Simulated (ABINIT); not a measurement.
The system is BSe.

```
B Se
1.0
     3.27072    0.00000    0.00000
    -1.63536    2.83253    0.00000
     0.00000    0.00000    7.23648
B Se
2 2
Direct
  0.33333 0.66667 0.37828
  0.66667 0.33333 0.87828
  0.33333 0.66667 0.99485
  0.66667 0.33333 0.49485
```

The cell was built by a generator and needn't be a form met in nature.

Base run:

| Property | Result |
| --- | --- |
| Program | ABINIT 10.8.3 (patched build) |
| Functional | PBE |
| Potentials or basis | PseudoDojo NC SR PBE v0.4.1 standard |
| Cutoff | 1170 eV |
| k mesh | 7 × 7 × 3 |
| Occupations | fermi-dirac, width 0.05 eV |
| Spin | no spin polarisation |

Its results: band gap on the k mesh none (metal or under the smearing width); pressure 0.3 GPa; largest force 0.105 eV/Å.

Question: The run is repeated on the same cell with these changes: functional from PBE to LDA; potentials or basis from PseudoDojo NC SR PBE v0.4.1 standard to PseudoDojo NC SR LDA v0.4.1 standard. What comes out?

Answer: Band gap on the k mesh none (metal or under the smearing width); pressure -4.7 GPa; largest force 0.255 eV/Å.

Not every run made on this cell is shown here.
